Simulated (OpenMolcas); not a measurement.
# Ce³⁺ with 6 ligands (iodide): CASSCF and CASPT2 levels and susceptibility

Which state of Ce³⁺ lies lowest among these ligands, how large is the field, and what χT follows?

The numbers are computed with OpenMolcas 26.06 (state-averaged CASSCF and CASPT2, spin-orbit coupling by RASSI with atomic mean-field integrals), except any that are marked as measured or tabulated.

## Step 1: Starting point

| Quantity | Value |
| --- | --- |
| Species | Ce³⁺ (cerium, Z = 58, 55 electrons) |
| Basis | ANO-RCC-VDZP [7s6p4d2f1g], 326 functions with the ligands |
| Scalar Hamiltonian | DKH2, point nucleus |
| Inactive shells | 1s 2s 2p 3s 3p 3d 4s 4p 4d 5s 5p of the metal, and all ligand shells |
| Active space | 1 electron in 7 orbitals (4f) |
| Some configurations of this space | 4f |
| Orbitals | optimised for the highest spin of each parity, averaged over all roots |

The outer shells:

4f
```
4f [↑ ][  ][  ][  ][  ][  ][  ]
```

Ce³⁺ is taken with 6 ligands (iodide) in tetragonal octahedron coordination (D4h) at 3.24 Å, the axial distance 3.305 Å. A charge of +0.5 e stands 2.6 Å behind each ligand. Ligand basis ANO-RCC-VDZP. The distances are assumed, not relaxed.

```xyz
7

Ce    0.0000    0.0000    0.0000
I     3.2400    0.0000    0.0000
I     0.0000    3.2400    0.0000
I    -3.2400    0.0000    0.0000
I     0.0000   -3.2400    0.0000
I     0.0000    0.0000    3.3048
I     0.0000    0.0000   -3.3048
```

Each step is its own input file, run in one work folder so that later steps find the files of earlier ones. Labels, J, g values, rates, χT and fits are worked out afterwards by a script from the matrices that RASSI stores. The input lists half of the charges; inversion (Group=XYZ) makes the rest.

## Step 2: GATEWAY and SEWARD: basis and integrals

Input file a.inp:

```
&GATEWAY
Coord
7

Ce 0.0 0.0 0.0
I 3.240000 0.000000 0.000000
I 0.000000 3.240000 0.000000
I -3.240000 0.000000 0.000000
I 0.000000 -3.240000 0.000000
I 0.000000 0.000000 3.304800
I 0.000000 0.000000 -3.304800
Basis=Ce.ANO-RCC-VDZP,I.ANO-RCC-VDZP
Group=XYZ
NoMove
AngMom=0.0 0.0 0.0
AMFI
RICD
XField
3 Angstrom 0
5.840000 0.000000 0.000000 0.500000
0.000000 5.840000 0.000000 0.500000
0.000000 0.000000 5.904800 0.500000
&SEWARD
```

Launch:

```bash
$ OMP_NUM_THREADS=1 MOLCAS_MEM=2457 MOLCAS_PROJECT=a pymolcas a.inp > a.log
```

## Step 3: Reference wave functions, doublets of odd parity, 7 roots

Input file a.inp:

```
&RASSCF
FileOrb=start.orb
Symmetry=2
Spin=2
nActEl=1 0 0
Inactive=96 93
Ras2=0 7
CIRoot=7 7 1
SDav=7
CIMx=300
Iter=150 100
PrWF=0.3
OrbListing=Nothing
MaxOrb=0
LevShft=1.0
>>> COPY $Project.JobIph JOB001
```

start.orb holds start orbitals that the driver prepared beforehand, or those of the step before.

## Step 4: State interaction with spin-orbit coupling

Input file a.inp:

```
&RASSI
NrOfJobIphs=1 7
1 2 3 4 5 6 7
IphNames
JOB001
EJob
SpinOrbit
DIPRint=1.0
SOCoupling=1000.0
Subsets=2
Property=9
'ANGMOM' 1 'ANGMOM' 2 'ANGMOM' 3 'MLTPL  1' 1 'MLTPL  1' 2 'MLTPL  1' 3
'AMFI' 1 'AMFI' 2 'AMFI' 3
SOProperty=3
'ANGMOM' 1 'ANGMOM' 2 'ANGMOM' 3
```

## Step 5: CASPT2: IPEA 0.25, imaginary shift 0.1 (closed shells correlated: 5s 5p of the metal, with ligand shells; the Frozen line counts the rest)

Input file a.inp:

```
>>> COPY JOB001 $Project.JobIph
&CASPT2
Multistate=7 1 2 3 4 5 6 7
NoMult
Frozen=83 78
IPEA=0.25
Imaginary=0.1
MaxIter=60
WThr=0.0 0.3 0.05
PrWF=0.5
NoMix
```

(Steps that only read results are left out.)

**Question.** What will these runs give? Wanted: spin-free ground state; first state of the same spin within the active space; lowest level; next level.

**Answer**, as computed:

| quantity | value |
| --- | --- |
| method | SS-CASPT2, IPEA 0.25, imaginary shift 0.1 (closed shells correlated: 5s 5p of the metal, with ligand shells; the Frozen line counts the rest) |
| spin-free ground state | 2E, 2-fold in its orbital part |
| first state of the same spin within the active space | 2B1 at 72.7 cm⁻¹ |
| lowest level | 2-fold E3/2, g = 0.54, 1.75, 1.75 |
| next level | 173.9 cm⁻¹ |
| χT at 300 K | 0.77 cm³ K/mol |
| effective moment at 300 K | 2.48 μB |

Cost by method:

```tsv
method	time of its own steps	time with the reference
A. CASSCF	2.8 min	2.8 min
B. SS-CASPT2, IPEA 0.25, imaginary shift 0.1, +5s 5p	3.8 min	6.6 min
```

Times are of one thread on a shared host.

The spin-free ground state (2E) comes to 100 % from free-ion F terms and keeps the highest spin of the shell. The bonds are covalent and no ligand orbital is active, so the numbers are rough.
